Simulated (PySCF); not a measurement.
# C7H14S: the cost of one run

Computed with PySCF 2.14.0, with density-fitted response routines of our own, on a single molecule, in the gas phase or a continuum. Atoms count from 0, in the outputs and in this text.

## 1. The molecule as given

22 atoms, charge 0, multiplicity 1; geometry from: GFN2-xTB. The atoms were then displaced at random by about 0.01 Å, so the start is not that level's minimum.

Bonds of the start (Å): C0–C1 1.50, C1–C2 1.34, C2–S3 1.72, S3–C4 1.89, C4–C5 1.53, C4–C6 1.51, C4–C7 1.53, C0–H8 1.09, C0–H9 1.06, C0–H10 1.09, C1–H11 1.09, C2–H12 1.09, C5–H13 1.09, C5–H14 1.08, C5–H15 1.08, C6–H16 1.07, C6–H17 1.07, C6–H18 1.10, C7–H19 1.12, C7–H20 1.08, C7–H21 1.08.

## 2. Relaxing the molecule at PBE0-D3(BJ)/def2-SVP

What the job is given:

```
{"job": {"xc": "PBE0", "basis": "def2-SVP", "d3": "d3bj", "grid": 1, "shake": 0.01, "kind": "geom"}, "charge": 0, "multiplicity": 1}
C      3.846190     0.111170    -0.351580
C      2.660870    -0.174690     0.530180
C      1.383360     0.058000     0.194880
S      0.091830    -0.271030     1.277410
C     -1.437570    -0.071700     0.176540
C     -2.621710    -0.416570     1.079960
C     -1.337750    -1.035360    -0.984050
C     -1.523870     1.387270    -0.281150
H      3.490820     0.538790    -1.293060
H      4.410690    -0.766530    -0.522000
H      4.470700     0.865340     0.128220
H      2.904810    -0.597990     1.503430
H      1.106860     0.503310    -0.756560
H     -2.548040    -1.442500     1.445590
H     -2.656570     0.227330     1.946600
H     -3.549590    -0.307850     0.535440
H     -1.234190    -2.041810    -0.623650
H     -0.512010    -0.801360    -1.625580
H     -2.259470    -0.980950    -1.577190
H     -2.476590     1.525310    -0.850020
H     -1.584220     2.050970     0.571920
H     -0.689650     1.645220    -0.912620
```

The run is started by

```sh
> OMP_NUM_THREADS=1 python probes_run.py task.json out
```

This one command runs all jobs of the session in turn.

**Question.** How long does this first job take on 1 thread of Arm Neoverse V1, shared host, and how much memory does it need?

About 2.7 min, with a peak of 0.76 GiB.
